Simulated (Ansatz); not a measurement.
# Na3BrO, space group Pm-3m: a calculation of the elastic constants

Run with Ansatz 0.2.0 through its Python package.

Contents of `na3bro.cif`:
```cif
data_Na3BrO
_cell_length_a 4.533130
_cell_length_b 4.533130
_cell_length_c 4.533130
_cell_angle_alpha 90.00000
_cell_angle_beta 90.00000
_cell_angle_gamma 90.00000
_symmetry_space_group_name_H-M 'P 1'
_symmetry_Int_Tables_number 1
loop_
_symmetry_equiv_pos_as_xyz
'x, y, z'
loop_
_atom_site_label
_atom_site_type_symbol
_atom_site_fract_x
_atom_site_fract_y
_atom_site_fract_z
Na1 Na    0.000000    0.500000    0.500000
Na2 Na    0.500000    0.000000    0.500000
Na3 Na    0.500000    0.500000    0.000000
Br4 Br    0.000000    0.000000    0.000000
O5 O    0.500000    0.500000    0.500000
```

`run_elastic.py`
```python
"""Stiffness tensor and moduli of Na3BrO."""

from dataclasses import replace

import ansatz as az
from ase.io import read
import numpy as np

config = {
    "filling": "fermi_dirac",
    "sigma": 0.05,
    "kgrid": (5, 5, 5),
}

atoms = read("na3bro.cif")
cell = az.Crystal.from_ase(atoms)

job = (
    cell.calculation()
    .functional(az.Functional.PBESOL)
    .occupations(config["filling"], width=config["sigma"])
    .kpoints(*config["kgrid"])
)
# relax, then strain
rest = job.relax(cell=True).run().lattice
relaxed = az.Crystal(lattice=az.Lattice.of(rest.cell_ang))
for site in rest.sites:
    relaxed = relaxed.atom(site.symbol, site.position_frac)
job = replace(job, crystal=relaxed)
print("relaxed volume {:.3f} A^3".format(abs(np.linalg.det(rest.cell_ang))))
result = job.elastic("relaxed_ion").run()
elastic = result.elastic

C = np.asarray(elastic.c_gpa)
for i in range(6):
    for j in range(i, 6):
        if abs(C[i, j]) > 0.05:
            print(f"C{i + 1}{j + 1} = {C[i, j]:.1f} GPa")
print("smallest eigenvalue of C:", round(elastic.stability.min_eigenvalue_gpa, 1), "GPa; stable:", elastic.stability.stable)
# averaged moduli need a positive definite tensor
if elastic.stability.min_eigenvalue_gpa > 0:
    m = elastic.moduli
    anisotropy = 5 * m.g_voigt_gpa / m.g_reuss_gpa + m.k_voigt_gpa / m.k_reuss_gpa - 6
    print(f"Voigt K {m.k_voigt_gpa:.1f} G {m.g_voigt_gpa:.1f}; Reuss K {m.k_reuss_gpa:.1f} G {m.g_reuss_gpa:.1f}; universal anisotropy index {anisotropy:.3f}")
```

```console
$ python run_elastic.py
DeckWarning: basis.ecutwfc = 420 eV, auto-derived from the records' recommended cutoffs: set by Na (normal level)
relaxed volume 93.703 A^3
C11 = 69.3 GPa
C12 = 16.3 GPa
C13 = 16.3 GPa
C22 = 69.3 GPa
C23 = 16.3 GPa
C33 = 69.3 GPa
C44 = 21.7 GPa
C55 = 21.7 GPa
C66 = 21.7 GPa
smallest eigenvalue of C: 21.7 GPa; stable: True
Voigt K 34.0 G 23.6; Reuss K 34.0 G 23.4; universal anisotropy index 0.047
```
(Warnings from the package without file and line.)

A positive definite tensor excludes instabilities under uniform strain alone; phonons elsewhere in the zone can still be imaginary. The structure comes from a database of computed cells and needn't be a stable or known phase. The constants belong to the cell that was strained; where it wasn't relaxed first it may be under stress. Run time: 30 s on 1 thread of Arm Neoverse V1 (shared host), peak memory 0.5 GiB.

(A comment or docstring line of the script was reworded after the run, the code is as it ran; lines on the test bed's own set-up are left out of the output.)
